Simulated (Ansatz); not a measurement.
**SbH2+ (triplet): the correlation ladder at scale of all distances = 1.136, def2-SVP**

How much of the correlation energy of SbH2+ (triplet) does each wave-function method recover here?

Method: def2-SVP, core rule «outside noble gas», up to 9 orbitals frozen; program: Ansatz 0.2.0, Gaussian basis.

To be run: UHF; CCSD(T) on ROHF; CCSD(T) on UHF; BCCD(T) on ROHF; CISD; CCSDT(Q) on ROHF; CCSDT(Q) on UHF; CASSCF and MRCISD+Q, 4 electrons in 4 orbitals; CASSCF and NEVPT2, 4 electrons in 4 orbitals; CASSCF and MRCISD+Q, 6 electrons in 6 orbitals; CASSCF and NEVPT4(SD), 6 electrons in 6 orbitals; CASSCF and NEVPT2, 6 electrons in 6 orbitals; Full CI.

23 further runs of the same task are left out: 19 that didn't finish, 4 set aside as unsound or not needed.

## (1) The geometry

The geometry derives from a PBE0/def2-TZVP stationary point (not a proven minimum). All distances are scaled together. No spin-orbit coupling is included. Elements past krypton take def2 core potentials.

3 atoms, charge 1, spin multiplicity 3.

Atoms are counted from 1 here; the program's logs count them from 0.

Bond lengths: Sb1–H2 1.921 Å, Sb1–H3 1.921 Å. Angles: H2–Sb1–H3 120.6°.

## (2) UHF

in.yaml

```yaml
crystal:
  periodic: [false, false, false]
  atoms:
    - {symbol: Sb, position_ang: [0.000000, -0.015493, 0.000000]}
    - {symbol: H, position_ang: [0.000000, 0.935770, -1.668560]}
    - {symbol: H, position_ang: [0.000000, 0.935770, 1.668560]}
basis:
  gaussian: {orbitals: def2-SVP}
total_charge: 1
magnetization: {spin_polarized: true, initial_magnetization: 2}
hamiltonian: {xc: hf}
output: {orbitals: {seedname: orbitals}}
```

On the command line:

```sh
$ ansatz run in.yaml --threads 1 --pin off --events-out ev --progress --plain --max-ram 2393MiB
```

Further steps of the session: CCSD(T) on ROHF; CCSD(T) on UHF; BCCD(T) on ROHF; CISD; CCSDT(Q) on ROHF; CCSDT(Q) on UHF; CASSCF and MRCISD+Q, 4 electrons in 4 orbitals; CASSCF and NEVPT2, 4 electrons in 4 orbitals; CASSCF and MRCISD+Q, 6 electrons in 6 orbitals; CASSCF and NEVPT4(SD), 6 electrons in 6 orbitals; CASSCF and NEVPT2, 6 electrons in 6 orbitals; Full CI.

**Question.** What will the summary of the whole plan be? Wanted: FCI below the RHF energy; RMP2 from FCI; UMP2 from FCI; RCCSD from FCI; RCCSD(T) from FCI; UCCSD(T) from FCI; RCCSDT(Q) from FCI; UCCSDT(Q) from FCI; NEVPT2 pair from FCI.

The runs gave:

```
                         quantity                                                                                                                   value
         FCI below the RHF energy                                                                                                              -2.7331 eV
                    RMP2 from FCI                                                                                                              +762.4 meV
                    UMP2 from FCI                                                                                                              +773.7 meV
                   RCCSD from FCI                                                                                                              +102.4 meV
                RCCSD(T) from FCI                                                                                                               +28.5 meV
                UCCSD(T) from FCI                                                                                                               +13.4 meV
               RCCSDT(Q) from FCI                                                                                                                -0.2 meV
               UCCSDT(Q) from FCI                                                                                                               -15.5 meV
             NEVPT2 pair from FCI                                                                                                              +620.5 meV
           MRCISD+Q pair from FCI                                                                                                               -18.5 meV
          NEVPT2 valence from FCI                                                                                                              +363.3 meV
levels within 1 kcal/mol (43 meV)  RCCSD(T), UCCSD(T), BCCD(T), RCCSDT, UCCSDT, RCCSDT(Q), UCCSDT(Q), MRCISD+Q pair, NEVPT4(SD) valence, MRCISD+Q valence
                    T1 diagnostic                                                                                                                   0.023
   effectively unpaired electrons                                                                                                                    2.07
```

What this shows: RCCSD(T) lands +28.5 meV from the yardstick (1.0 % of the correlation energy). UCCSDT, UCCSDT(Q), MRCISD+Q pair fall below full CI: unrestricted runs freeze a spin-polarised core, another one than full CI's, and coupled cluster isn't variational. One determinant dominates. Of the multireference levels listed MRCISD+Q valence comes nearest in total energy (+3.4 meV), which doesn't show that its space is the better one. These misses are within one basis, not against nature; the frozen cores of restricted and unrestricted runs differ, which can shift their rows.
